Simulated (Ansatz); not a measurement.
# CrBrO: the cost of one run

Program: Ansatz 0.2.0. Level of theory: DFT LDA+U (U_eff = 4 eV on Cr d), plane waves, PAW. These are calculated values, not measurements.

1 further run of the same task is left out (it didn't finish).

## (1) The structure to begin with

The structure is orthorhombic, space group Pmmn (No. 59). The conventional cell has a = 3.232 Å, b = 3.863 Å, c = 8.360 Å, α = 90.00°, β = 90.00°, γ = 90.00°. Around Cr (site symmetry mm2) lie 4 O at 1.98 to 2.01 Å and 2 Br at 2.44 Å. Br (site symmetry mm2) has 2 Cr at 2.44 Å as nearest neighbours. O (site symmetry mm2) is surrounded by 4 Cr at 1.98 to 2.01 Å.

Coordinates:

```
CELL_PARAMETERS angstrom
3.23200 0.00000 0.00000
0.00000 3.86300 0.00000
0.00000 0.00000 8.36000
ATOMIC_POSITIONS crystal
Cr 0.50000 0.50000 0.10200
Cr 0.00000 0.00000 0.89800
Br 0.00000 0.50000 0.32000
Br 0.50000 0.00000 0.68000
O 0.00000 0.50000 0.96500
O 0.50000 0.00000 0.03500
```

## (2) Ferromagnetic start, free, symmetry kept, no search

input.yaml

```yaml
crystal:
  lattice:
    - [3.23199994, 0.0, 0.0]
    - [0.0, 3.86299993, 0.0]
    - [0.0, 0.0, 8.35999985]
  atoms:
    - { symbol: Cr, position: [0.5, 0.5, 0.102], spin: 3.0 }
    - { symbol: Cr, position: [0.0, 0.0, 0.898], spin: 3.0 }
    - { symbol: Br, position: [0.0, 0.5, 0.32] }
    - { symbol: Br, position: [0.5, 0.0, 0.68] }
    - { symbol: O, position: [0.0, 0.5, 0.965] }
    - { symbol: O, position: [0.5, 0.0, 0.035] }
basis:
  ecutwfc: 420
  ecutrho_ratio: 4
kpoints:
  mp_grid: { grid: [6, 5, 3] }
hamiltonian:
  xc: lda
  hubbard:
    sites: [{ site: 0, l: d, u_eff: 4.0 }, { site: 1, l: d, u_eff: 4.0 }]
scf:
  occupations: { method: gaussian, width: 0.05 }
  lower_state_search: "off"
  max_iter: 150
output:
  forces: true
  stress: true
  eigenvalues: true
  populations: true
  hubbard: { sites: [{ site: 0, l: d }, { site: 1, l: d }] }
magnetization:
  spin_polarized: true
```

On the command line:

```
ansatz run input.yaml --threads 4 --pin off --max-ram 6144MiB --backend cpu --events-out ev --progress --plain --runs-dir out
```

What time and memory should one allow on 4 threads of Arm Neoverse V2, shared host?

About 4.4 s, with a peak of 0.54 GiB.
